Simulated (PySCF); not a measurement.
**RuH2: relaxation and vibrations of the triplet**

Aim: relax RuH2 as a triplet from a PBE0 minimum start, check by its vibrations whether the end is a minimum, and collect its spectrum and constants.

The runs use PySCF 2.14.0; PBE0, basis Ru def2-TZVP with ECP28, H def2-TZVP, scalar-relativistic core potentials, no spin–orbit coupling, density fitting.

## Step 1: The system as given

3 atoms, charge 0, spin multiplicity 3.

Bond lengths: Ru1–H2 1.559 Å, Ru1–H3 1.559 Å. Angles: H2–Ru1–H3 75.0°.

Z-matrix (Å, degrees; charge 0 multiplicity 3):
```
Ru
H  1 1.5594
H  1 1.5594 2 74.99
```

## Step 2: First SCF at the start

The steps below are one call of a driver around PySCF. For each, scf.py gives the equivalent set-up of the SCF; relaxations use the driver's own optimiser. After this first run the driver tries any further starts and a stability analysis.

The input, scf.py:

```python
from pyscf import gto, scf, dft
mol = gto.M(atom='''
Ru    -0.000000     0.000000    -0.023996
H      0.949218    -0.000000     1.213171
H     -0.949218     0.000000     1.213171''',
    basis={'Ru': 'def2-TZVP', 'H': 'def2-TZVP'},
    ecp={'Ru': 'def2-TZVP'},
    charge=0, spin=2)
mf = dft.UKS(mol, xc='PBE0')
mf.grids.atom_grid = (50, 194)
aux = {'Ru': 'def2-universal-JKFIT', 'H': 'def2-universal-JKFIT'}
mf = mf.density_fit(auxbasis=aux)
mf.conv_tol = 1e-08
mf.diis_space = 10
mf.max_cycle = 60
mf.init_guess = 'minao'
mf.verbose = 4
mf.kernel()
```

Started as:

```bash
OMP_NUM_THREADS=2 python axn.py task.json out
```

What it wrote:

```text
init E= -88.1208598868153
[... the frontier-level lines of each cycle are left out ...]
cycle= 1 E= -95.4915103190046  delta_E= -7.37  |g|= 1.09  |ddm|= 2.75
cycle= 2 E= -88.9966475502039  delta_E= 6.49  |g|= 2.65  |ddm|= 5.53
cycle= 3 E= -95.8548056596778  delta_E= -6.86  |g|= 0.505  |ddm|= 5.48
cycle= 4 E= -95.991904106049  delta_E= -0.137  |g|= 0.0493  |ddm|= 0.471
cycle= 5 E= -95.993489618924  delta_E= -0.00159  |g|= 0.0243  |ddm|= 0.0557
cycle= 6 E= -95.9938089488953  delta_E= -0.000319  |g|= 0.013  |ddm|= 0.0204
cycle= 7 E= -95.9940386878836  delta_E= -0.00023  |g|= 0.0032  |ddm|= 0.0228
cycle= 8 E= -95.9940832603857  delta_E= -4.46e-05  |g|= 0.00201  |ddm|= 0.0127
cycle= 9 E= -95.9940928107691  delta_E= -9.55e-06  |g|= 0.000599  |ddm|= 0.00557
cycle= 10 E= -95.9940952632477  delta_E= -2.45e-06  |g|= 0.000325  |ddm|= 0.00362
cycle= 11 E= -95.9940961296399  delta_E= -8.66e-07  |g|= 0.000166  |ddm|= 0.00217
cycle= 12 E= -95.9940965350014  delta_E= -4.05e-07  |g|= 5.77e-05  |ddm|= 0.0026
cycle= 13 E= -95.9940965407412  delta_E= -5.74e-09  |g|= 7.03e-06  |ddm|= 0.000199
Extra cycle  E= -95.9940965409067  delta_E= -1.65e-10  |g|= 4.39e-06  |ddm|= 2.17e-05
converged SCF energy = -95.9940965409067  <S^2> = 2.0139518  2S+1 = 3.0092868
```

This step, with its further starts and checks, needed 2.4 s of wall time on 2 threads of AMD EPYC 9R45 (Zen 5), shared host.

Energies from each starting density:

```csv
start,energy (Eh)
the minimal-basis guess,-95.994097
a thermally smeared density,-95.994097
a smeared PBE density,-95.994097
```

No lower solution of this spin turned up from the other starts or in the test of internal stability.

## Step 3: PBE0 minimum start, triplet: relaxation

The program finds C2v symmetry in the start, which this walk keeps.

Changes to scf.py since step 2:

```diff
@@ -3,2 +3,2 @@
-Ru    -0.000000     0.000000    -0.023996
-H      0.949218    -0.000000     1.213171
+Ru     0.000000     0.000000    -0.023996
+H      0.949218     0.000000     1.213171
@@ -16 +15,0 @@
-mf.init_guess = 'minao'
```

Energy and gradient, step by step:

```csv
step,energy (Eh),change (kJ/mol),largest symmetric gradient (Eh/bohr)
0,-95.994097,0.00,0.00000
```

The walk took under 0.5 s.

Geometry (Å) and forces (eV/Å) at some steps:

```
step 0
Ru   0.000   0.000  -0.024   0.000   0.000   0.000
H    0.949   0.000   1.213   0.000   0.000   0.000
H   -0.949   0.000   1.213   0.000   0.000   0.000
```

End point (C2v, 0 steps, 0.0 kJ/mol gained): Ru–H 1.559 Å (×2); H–Ru–H 75.0°.

## Step 4: Vibrations and properties at this point

The point is checked on the finer grid, and tightened if its gradient asks for it. The Hessian and the dipole derivatives come from central differences of analytic gradients, with steps of 0.02 bohr.

Changes to scf.py since step 3:

```diff
@@ -10 +10 @@
-mf.grids.atom_grid = (50, 194)
+mf.grids.atom_grid = (75, 302)
@@ -13 +13 @@
-mf.conv_tol = 1e-08
+mf.conv_tol = 1e-10
```

The driver hands on the density of the step before, so the log starts near convergence.

Log of the central SCF (cycles and frontier levels):

```text
init E= -95.9940897159908
[... the frontier-level lines of each cycle are left out ...]
cycle= 1 E= -95.994089715991  delta_E= -1.99e-13  |g|= 1.06e-06  |ddm|= 1.37e-06
Extra cycle  E= -95.9940897159899  delta_E= 1.04e-12  |g|= 2.11e-06  |ddm|= 2.15e-06
converged SCF energy = -95.9940897159899  <S^2> = 2.0139476  2S+1 = 3.009284
```

The whole step took 5.9 s.

Geometry: C2v; Ru–H 1.559 Å (×2); H–Ru–H 75.0°.

Modes, for the most abundant isotopes:

| symmetry | ω (cm⁻¹) | IR (km/mol) | μ (u) |
| --- | --- | --- | --- |
| a1 | 674 | 0.0 | 1.01 |
| b2 | 2083 | 150 | 1.02 |
| a1 | 2149 | 61.9 | 1.02 |

All wavenumbers are real: a minimum.

Constants and moments:

```
Dipole moment                                                   : 2.85 D
Highest occupied level                                          : -5.75 eV
Lowest empty level                                              : -1.96 eV
Rotational constants                                            : 9.282, 5.572, 3.482 cm⁻¹
Zero-point energy                                               : 29.3 kJ/mol
Principal polarisabilities                                      : 36.4, 38.4, 40.9 bohr³
Atomisation energy without zero-point energy                    : 519 kJ/mol
Principal traceless quadrupole moments about the centre of mass : -0.52, -0.35, 0.86 D Å
Entropy at 298.15 K and 1 bar (electronic part: spin only)      : 233.7 J/(mol K)
Heat capacity Cp at 298.15 K                                    : 37.0 J/(mol K)
Enthalpy at 298.15 K above 0 K                                  : 10.24 kJ/mol
Rotational symmetry number                                      : 2
Spin squared ⟨S²⟩                                               : 2.014
```

Charges (e) and bond orders:

```json
{"atom": "Ru1", "Mulliken": "0.02", "Löwdin": "0.03", "polar tensor": "0.47", "spin (Mulliken)": "2.16", "Mayer order to Ru1": "–"}
{"atom": "H2,3", "Mulliken": "-0.01", "Löwdin": "-0.01", "polar tensor": "-0.23", "spin (Mulliken)": "-0.08", "Mayer order to Ru1": "0.97"}
```

Mulliken populations on Ru1 (outside its core potential): s 2.68, p 6.09, d 7.20, f 0.00.

## Step 5: Outcome

```
                                          quantity                            value
                                           minimum                     triplet, C2v
                                          geometry  Ru–H 1.559 Å (×2); H–Ru–H 75.0°
                                wavenumbers (cm⁻¹)   674 (a1), 2083 (b2), 2149 (a1)
                                     dipole moment                           2.85 D
highest occupied, lowest empty level (either spin)                  -5.75, -1.96 eV
                        polar-tensor charge of Ru1                          +0.47 e
                                 zero-point energy                      29.3 kJ/mol
                               entropy at 298.15 K                  233.7 J/(mol K)
         atomisation energy (no zero-point energy)                       519 kJ/mol
                                              ⟨S²⟩                            2.014
```

**Reading.** The PBE0 minimum start keeps its C2v symmetry and ends in a minimum. The strongest infrared band lies at 2083 cm⁻¹ (b2, stretch). Most of the spin sits on Ru1 (Mulliken spin 2.16, against 2 for the whole molecule). Only this shape and spin were tried, so other structures or states may lie lower. One determinant may miss the lowest occupation of an open d or f shell.

The search up to here took 8.8 s.
